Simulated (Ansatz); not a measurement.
# Cd3Se (I4/mmm) in Ansatz: further runs

Runs on Cd3Se. Level: PBEsol. Tasks: band structure.

Program: Ansatz 0.2.0. These are calculated values, not measurements. Logs are shortened: lines on timing, memory, paths and dates and some standing lists are left out, and cuts for length are marked.

## 1. The crystal as given

Symmetry: I4/mmm, No. 139, tetragonal system. Conventional cell: a = 4.082 Å, b = 4.082 Å, c = 12.174 Å, α = 90.00°, β = 90.00°, γ = 90.00°. Around Cd (site symmetry 4/mmm) lie 4 Se at 2.89 Å. Around Cd (site symmetry -4m2) lie 4 Cd at 2.89 Å. Se (site symmetry 4/mmm) has 4 Cd at 2.89 Å as nearest neighbours.

The cell comes from a database or a generator and needn't be the stable form of this composition.

## 2. Band structure, PBEsol

Contents of input.yaml:

```yaml
crystal:
  lattice:
    - [-2.040953, 2.040953, 6.08708]
    - [2.040953, -2.040953, 6.08708]
    - [2.040953, 2.040953, -6.08708]
  atoms:
    - { symbol: Cd, position: [0.5, 0.5, 0.0] }
    - { symbol: Cd, position: [0.25, 0.75, 0.5] }
    - { symbol: Cd, position: [0.75, 0.25, 0.5] }
    - { symbol: Se, position: [0.0, 0.0, 0.0] }
kpoints:
  mp_grid: { grid: [9, 9, 9] }
  band_path:
    path:
      - [0.0, 0.0, 0.0]
      - [-0.5, 0.5, 0.0]
      - [-0.5, 0.5, -0.0562105704]
      - [-0.2781052852, 0.2781052852, -0.2781052852]
      - [0.0, 0.0, 0.0]
      - [0.5, 0.5, -0.5]
      - [0.2781052852, 0.7218947148, -0.7218947148]
      - [0.0, 0.5, -0.5]
    npoints: 12
scf:
  occupations: { method: fermi_dirac, width: 0.05 }
hamiltonian:
  xc: pbesol
  pseudopotentials: { kind: all_electron, lapw: { basis_error: 0.002 } }
output:
  forces: true
  stress: true
  eigenvalues: true
```

Potentials or basis: all-electron LAPW, scalar-relativistic.

Command:

```bash
> ansatz run input.yaml --threads 2 --pin off --max-ram 8192MiB --backend cpu --events-out ev --progress --plain --runs-dir out
```

Standard output:

```text
Warning: RAYON_NUM_THREADS=2 ignored (pool sized by the plan → 2); use --threads N
LAPW: plane waves up to 7.657 Å⁻¹, error target 2.0e-3 eV per atom; small_component_spin mean_spin; Se in spheres of 1.443 Å, 24 of its electrons in bands, Dirac shells []; Cd in spheres of 1.443 Å, 20 of its electrons in bands, Dirac shells [] (how accurate: hamiltonian.pseudopotentials.lapw.basis_error, Limitations)
Engine: ansatz 0.2.0, aarch64-unknown-linux-gnu
Pseudopotentials: kind: all_electron
Pseudopotential: Cd, LAPW, valence charge 20, lapw/all_electron/scalar/gaussian/Cd, Koelling and Harmon's equation, gaussian nucleus
Pseudopotential: Se, LAPW, valence charge 24, lapw/all_electron/scalar/gaussian/Se, Koelling and Harmon's equation, gaussian nucleus
Functional definition: PBEsol
  exchange = pbesol_x
  correlation = pbesol_c
Crystal: 4 atoms, lattice volume = 101.423 Å³
Basis set: ecut = 223.3707801731287 eV, 747 PW (Γ), FFT grids on a1+a3, a2+a3, a3, exchange–correlation at level 2
Bands: 51, of which v1, the nominal top of the filled ones, is band 42 counted from 1 (41 counted from 0)
Symmetry: 16 space group operations
Space group: I4/mmm (ITA 139), of the structure as read, at distance tolerance 4.7e-5 Å
k-points: 75 of 729
Non-local potential: Cd, projectors of the file, none
Non-local potential: Se, projectors of the file, none
Initial density: superposition of atomic densities (chi_scale 0.1, normalization cell, long waves kept (reshape's long-wave potential 0.23 eV rms))
Initial wavefunctions: plane waves of lowest kinetic energy (no species holds an atomic orbital)
Functional: x = pbesol(κ = 0.804, μ = 0.12345679012345678), c = pbesol(β = 0.046)
iter 1 solved again at ethr=1.94e-3 eV; its pass at ethr=1.00e-1 eV (dr2=1.63e0 eV) is discarded
SCF iter   1: F=—  HF=-522576.645978 eV  |F-HF|=—  |Δ(HF+E_count)|=         —  Δρ=2.31e-2  dr2=1.63e0  ethr=1.94e-3  ⟨swp⟩=2.0  Hψ=24236  notcnv=0
preconditioner: auto → Kerker (q_TF=auto, 2.644 Å⁻¹)  [metal: Δε(μ)=0.041 eV  Ē_g=11.847 eV  σ=0.050 eV  W_gap=0.20  n_scr=32 (ndim 8)  ℏωp=23.9 eV  f_vac=0.000  D(μ)=0.96/eV (n_scr^D=2)]
SCF iter   2: F=—  HF=-522576.101488 eV  |F-HF|=—  |Δ(HF+E_count)|=   5.44e-1  Δρ=1.23e-2  dr2=4.78e-1  ethr=1.94e-3  ⟨swp⟩=2.1  Hψ=11707  notcnv=0
SCF iter   3: F=—  HF=-522576.036793 eV  |F-HF|=—  |Δ(HF+E_count)|=   6.47e-2  Δρ=8.81e-3  dr2=2.59e-1  ethr=5.69e-4  ⟨swp⟩=2.0  Hψ=11109  notcnv=0
SCF iter   4: F=—  HF=-522575.986769 eV  |F-HF|=—  |Δ(HF+E_count)|=   5.00e-2  Δρ=3.47e-3  dr2=4.05e-2  ethr=3.08e-4  ⟨swp⟩=2.0  Hψ=11553  notcnv=0
iter 5 solved again at ethr=2.06e-6 eV; its pass at ethr=4.83e-5 eV (dr2=1.73e-3 eV) is discarded
SCF iter   5: F=—  HF=-522575.981511 eV  |F-HF|=—  |Δ(HF+E_count)|=         —  Δρ=1.02e-3  dr2=1.73e-3  ethr=2.06e-6  ⟨swp⟩=2.0  Hψ=18883  notcnv=0
the basis was enlarged: its passes take 33.8 KiB over the memory plan, 2 of 2 planned eigensolver slots
SCF iter   6: F=—  HF=-522575.981420 eV  |F-HF|=—  |Δ(HF+E_count)|=   9.07e-5  Δρ=4.81e-4  dr2=6.49e-4  ethr=2.05e-6  ⟨swp⟩=2.0  Hψ=11045  notcnv=0
SCF iter   7: F=—  HF=-522575.981188 eV  |F-HF|=—  |Δ(HF+E_count)|=   2.32e-4  Δρ=3.20e-4  dr2=2.75e-4  ethr=7.72e-7  ⟨swp⟩=2.0  Hψ=11047  notcnv=0
SCF iter   8: F=—  HF=-522575.981162 eV  |F-HF|=—  |Δ(HF+E_count)|=   2.64e-5  Δρ=9.59e-5  dr2=1.52e-5  ethr=3.27e-7  ⟨swp⟩=2.0  Hψ=11046  notcnv=0
SCF iter   9: F=—  HF=-522575.981148 eV  |F-HF|=—  |Δ(HF+E_count)|=   1.38e-5  Δρ=6.51e-5  dr2=6.32e-6  ethr=1.81e-8  ⟨swp⟩=2.2  Hψ=11059  notcnv=0
SCF iter  10: F=—  HF=-522575.981148 eV  |F-HF|=—  |Δ(HF+E_count)|=   4.62e-7  Δρ=2.58e-5  dr2=9.02e-7  ethr=7.52e-9  ⟨swp⟩=2.0  Hψ=11046  notcnv=0
SCF iter  11: F=—  HF=-522575.981148 eV  |F-HF|=—  |Δ(HF+E_count)|=   1.85e-8  Δρ=7.64e-6  dr2=1.12e-7  ethr=1.07e-9  ⟨swp⟩=2.0  Hψ=11046  notcnv=0
SCF iter  12: F=-522575.981148 eV  HF=-522575.981148 eV  |F-HF|=1.70e-8  |Δ(HF+E_count)|=   8.79e-9  Δρ=2.50e-6  dr2=1.93e-8  ethr=1.33e-10  ⟨swp⟩=2.1  Hψ=11050  notcnv=0
SCF 1 converged in 12 iterations: F = -522575.981148 eV  dr2 = 1.93e-8
NSCF: frozen V_eff on 85 k-points
SCF converged after 12 iterations
Free energy (F): -522575.981148 eV
Harris-Foulkes:  -522575.981148 eV  (|F-HF|=1.70e-8)
Internal energy: -522575.972694 eV  (E = F + TS)
E sigma→0 (E₀):  -522575.976921 eV
Entropy (-TS):   -0.008454 eV (-2.113 meV/atom)
Fermi energy:    11.359489 eV
--- Per-component energies (eV) ---
  E_band       = -2879.389212
  E_kinetic    = 545803.499256
  E_xc         = -14761.880657
  E_electrostatic = -1053617.591293  (all electrons and nuclei)
  E_smearing   = -0.008454  (= −TS)
  E_closure    = 0.000000  (closes the sum)
  E_atoms      = -522568.578745  (free atoms, spherical and without spin; not in F)
  Σ components = -522575.981148   (vs F -522575.981148, Δ=0.00e0)
  Basis errors (estimates in eV, not in F): energy 5.8e-4 per atom: plane waves 5.4e-4 (3.0e-4 summed), levels above the bands 4.0e-72, relativity 4.2e-8, radial functions 4.7e-5, core shells 1.7e-7; eigenvalues (radial functions only) 4.3e-6; not estimated: angular momenta, meshes, grids; target (lapw.basis_error) 2.0e-3; muffin-tin radii Se 1.443 Å, Cd 1.443 Å
--- Forces (eV/Å), atoms counted from 1 ---
  atom   1  Cd    -0.00000000     0.00000000     0.00000000
  atom   2  Cd     0.00000000    -0.00000000     0.00000000
  atom   3  Cd     0.00000000    -0.00000000     0.00000000
  atom   4  Se     0.00000000     0.00000000     0.00000000
  max |Σ_I F_I| component: 3.04e-18 eV/Å
--- Stress (GPa, compression-positive) ---
       -4.554673      -0.000000       0.000000
       -0.000000      -4.554673       0.000000
        0.000000       0.000000      -2.045097
  P = ⅓ Tr σ = -3.7181 GPa (-37.181 kbar)
--- Band table (eV; the first three rows and the last of 75) ---
  k-point 0: bands = ["-195.9796", "-135.6715", "-135.6715", "-135.5867", "-91.0704", "-91.0637", "-91.0195", "-52.1822", "-52.1822", "-52.1547", "-52.1433", "-52.1351", "-52.1330", "-52.1330", "-52.0933", "-52.0933", "-36.1152", "-36.1137", "-36.0477", "-36.0477", "-36.0270", "-1.5300", "1.9295", "2.1865", "2.3345", "2.7301", "2.7301", "2.8950", "2.9783", "2.9801", "2.9979", "2.9979", "3.3242", "3.3242", "3.3364", "3.5482", "3.9805", "5.7654", "7.8386", "9.4538", "9.4538", "10.7658", "13.7236", "14.0662", "14.0662", "15.6621", "16.1820", "18.6498", "19.7172", "19.7172", "21.2281"]
  k-point 1: bands = ["-195.9796", "-135.6715", "-135.6715", "-135.5867", "-91.0700", "-91.0640", "-91.0195", "-52.1827", "-52.1760", "-52.1546", "-52.1429", "-52.1393", "-52.1356", "-52.1325", "-52.0934", "-52.0934", "-36.1151", "-36.1137", "-36.0477", "-36.0477", "-36.0270", "-1.4388", "2.0068", "2.2752", "2.4358", "2.7014", "2.7985", "2.9135", "2.9149", "2.9819", "2.9862", "3.0024", "3.2189", "3.2972", "3.3330", "3.4891", "3.8211", "5.8155", "8.0880", "8.8355", "9.1828", "12.0613", "12.6580", "12.8162", "14.6651", "16.3346", "17.5264", "17.7324", "19.2921", "20.2423", "20.9313"]
  k-point 2: bands = ["-195.9796", "-135.6715", "-135.6715", "-135.5867", "-91.0690", "-91.0650", "-91.0195", "-52.1841", "-52.1603", "-52.1552", "-52.1545", "-52.1417", "-52.1369", "-52.1313", "-52.0935", "-52.0934", "-36.1151", "-36.1136", "-36.0477", "-36.0477", "-36.0270", "-1.2409", "2.1289", "2.5136", "2.6446", "2.7221", "2.8524", "2.9360", "2.9514", "2.9734", "2.9789", "2.9897", "3.0591", "3.0808", "3.3408", "3.3428", "3.5672", "6.0703", "8.5254", "8.5523", "8.6966", "11.5093", "11.6047", "13.4026", "14.6984", "15.7416", "16.5877", "18.6533", "19.9148", "20.4073", "20.4949"]
  k-point 74: bands = ["-195.9796", "-135.6715", "-135.6715", "-135.5867", "-91.0702", "-91.0639", "-91.0195", "-52.1808", "-52.1807", "-52.1544", "-52.1433", "-52.1354", "-52.1345", "-52.1345", "-52.0934", "-52.0933", "-36.1151", "-36.1137", "-36.0477", "-36.0476", "-36.0270", "-1.4522", "1.9768", "2.2234", "2.3842", "2.6645", "2.6746", "2.8625", "2.9499", "3.0366", "3.0872", "3.1035", "3.2907", "3.2995", "3.3582", "3.5169", "3.8937", "5.0208", "8.2304", "9.4591", "10.4037", "10.5875", "13.2619", "14.2499", "14.6382", "15.9478", "16.1652", "17.8870", "18.8889", "19.7148", "19.7417"]
```

It took 57 s on 2 threads of Arm Neoverse V1, shared host; peak memory 0.74 GiB.

What came out:

* Free energy: -522575.9811 eV
* Pressure: -3.7 GPa
* Band gap along the path: none (metal or under the smearing width)

Stress tensor (GPa, compression positive):
```
-4.55  0.00  0.00
 0.00 -4.55  0.00
 0.00  0.00 -2.05
```

Levels at the corners of the path, in eV from the Fermi level:
```csv
point,band 39,band 40,band 41,band 42,band 43,band 44,band 45,band 46
Γ,-3.52,-1.91,-1.91,-0.59,2.36,2.71,2.71,4.30
X,-3.93,-2.35,-2.25,-0.85,-0.04,0.05,0.31,2.96
Y,-3.94,-2.78,-1.96,-0.84,0.00,0.41,0.61,3.03
S,-4.57,-2.31,-1.11,-0.74,1.91,2.53,4.09,4.44
Γ,-3.52,-1.91,-1.91,-0.59,2.36,2.71,2.71,4.30
Z,-2.03,-2.03,-2.02,-0.79,2.70,3.10,3.10,3.71
S1,-4.57,-2.31,-1.11,-0.74,1.91,2.53,4.09,4.44
N,-3.66,-3.42,-0.75,-0.67,1.21,3.30,3.65,4.44
```

## 3. Band structure, PBEsol

Edit input.yaml of step 2 so:

```diff
@@ -27,3 +27,6 @@
   xc: pbesol
-  pseudopotentials: { kind: all_electron, lapw: { basis_error: 0.002 } }
+  pseudopotentials:
+    kind: all_electron
+    lapw: { basis_error: 0.002 }
+    relativity: none
 output:
```

Potentials or basis: all-electron LAPW, non-relativistic.

Command:

```bash
> ansatz run input.yaml --threads 2 --pin off --max-ram 8192MiB --backend cpu --events-out ev --progress --plain --runs-dir out
```

Standard output:

```text
Warning: RAYON_NUM_THREADS=2 ignored (pool sized by the plan → 2); use --threads N
LAPW: plane waves up to 7.658 Å⁻¹, error target 2.0e-3 eV per atom; Se in spheres of 1.443 Å, 24 of its electrons in bands, Dirac shells []; Cd in spheres of 1.443 Å, 20 of its electrons in bands, Dirac shells [] (how accurate: hamiltonian.pseudopotentials.lapw.basis_error, Limitations)
[... 65 lines left out ...]
  k-point 1: bands = ["-188.3913", "-133.8029", "-133.8029", "-133.7351", "-82.7756", "-82.7658", "-82.7453", "-50.0268", "-50.0190", "-50.0166", "-49.9969", "-49.9883", "-49.9764", "-49.9686", "-49.9592", "-49.9592", "-37.1235", "-37.1215", "-37.0687", "-37.0687", "-37.0527", "-0.7370", "1.5362", "1.8161", "1.9982", "2.2040", "2.2905", "2.3900", "2.3935", "2.4485", "2.4518", "2.5120", "2.6851", "2.7588", "2.7878", "2.9483", "3.2624", "6.4233", "8.2272", "9.2221", "9.3597", "12.7750", "12.8315", "13.3685", "14.9231", "16.4147", "17.9748", "18.2222", "19.3966", "20.4013", "21.0279"]
  k-point 2: bands = ["-188.3913", "-133.8029", "-133.8029", "-133.7351", "-82.7739", "-82.7674", "-82.7453", "-50.0285", "-50.0165", "-50.0007", "-49.9955", "-49.9950", "-49.9897", "-49.9672", "-49.9593", "-49.9593", "-37.1235", "-37.1214", "-37.0687", "-37.0687", "-37.0527", "-0.5294", "1.6698", "2.0402", "2.1582", "2.2342", "2.3426", "2.4092", "2.4245", "2.4436", "2.4608", "2.4728", "2.5552", "2.5687", "2.7957", "2.8108", "3.0296", "6.6460", "8.7127", "8.8231", "8.9848", "11.6720", "12.2719", "14.0269", "14.9472", "16.0123", "16.7575", "19.0549", "20.2044", "20.5857", "20.5905"]
  k-point 74: bands = ["-188.3913", "-133.8029", "-133.8029", "-133.7351", "-82.7759", "-82.7655", "-82.7453", "-50.0245", "-50.0245", "-50.0165", "-49.9974", "-49.9880", "-49.9709", "-49.9708", "-49.9592", "-49.9592", "-37.1235", "-37.1215", "-37.0687", "-37.0686", "-37.0527", "-0.7508", "1.5038", "1.7711", "1.9484", "2.1641", "2.1718", "2.3455", "2.4199", "2.5373", "2.5473", "2.5593", "2.7489", "2.7623", "2.8141", "2.9745", "3.3282", "5.4929", "8.6411", "9.6452", "10.8576", "10.9033", "13.7207", "14.7067", "14.9064", "16.3085", "16.3740", "18.0576", "19.3688", "19.9148", "19.9586"]
```

bands.tsv:

```text
# k_distance	band_0	band_1	band_2	band_3	band_4	band_5	band_6	band_7	band_8	band_9	band_10	band_11	band_12	band_13	band_14	band_15	band_16	band_17	band_18	band_19	band_20	band_21	band_22	band_23	band_24	band_25	band_26	band_27	band_28	band_29	band_30	band_31	band_32	band_33	band_34	band_35	band_36	band_37	band_38	band_39	band_40	band_41	band_42	band_43	band_44	band_45	band_46	band_47	band_48	band_49	band_50
[... 97 lines left out ...]
4.221470	-200.275809	-145.687461	-145.687460	-145.619660	-94.655229	-94.655228	-94.629862	-61.901071	-61.882641	-61.882608	-61.882217	-61.882213	-61.877206	-61.877177	-61.844142	-61.843706	-49.008009	-49.005907	-48.953235	-48.953199	-48.937225	-12.187218	-9.683476	-9.641977	-9.594910	-9.590569	-9.555525	-9.533499	-9.516163	-9.480128	-9.471311	-9.443377	-9.389072	-9.370590	-9.331455	-9.303945	-9.276082	-5.601700	-3.617330	-3.591954	-1.076042	-0.910578	0.901640	3.313359	3.335450	4.108101	5.377846	6.052548	6.306956	7.110741	7.476068
```

It took 58 s on 2 threads of Arm Neoverse V1, shared host; peak memory 0.73 GiB.

Results:

* Free energy: -511401.6138 eV
* Pressure: -2.3 GPa
* Band gap along the path: none (metal or under the smearing width)

Levels at the corners of the path, in eV from the Fermi level:
```csv
point,band 39,band 40,band 41,band 42,band 43,band 44,band 45,band 46
Γ,-3.90,-2.24,-2.24,-0.19,2.03,2.43,2.43,4.33
X,-4.29,-2.71,-2.24,-0.68,-0.29,0.22,0.28,2.55
Y,-4.28,-3.04,-2.01,-0.92,0.26,0.38,0.42,2.62
S,-4.64,-2.24,-1.40,-1.14,1.65,2.26,4.01,4.11
Γ,-3.90,-2.24,-2.24,-0.19,2.03,2.43,2.43,4.33
Z,-2.36,-2.36,-1.85,-1.00,2.61,2.85,2.85,3.78
S1,-4.64,-2.24,-1.40,-1.14,1.65,2.26,4.01,4.11
N,-3.62,-3.59,-1.08,-0.91,0.90,3.31,3.34,4.11
```

Caveat: relativity is left out, which matters for the heavier elements.
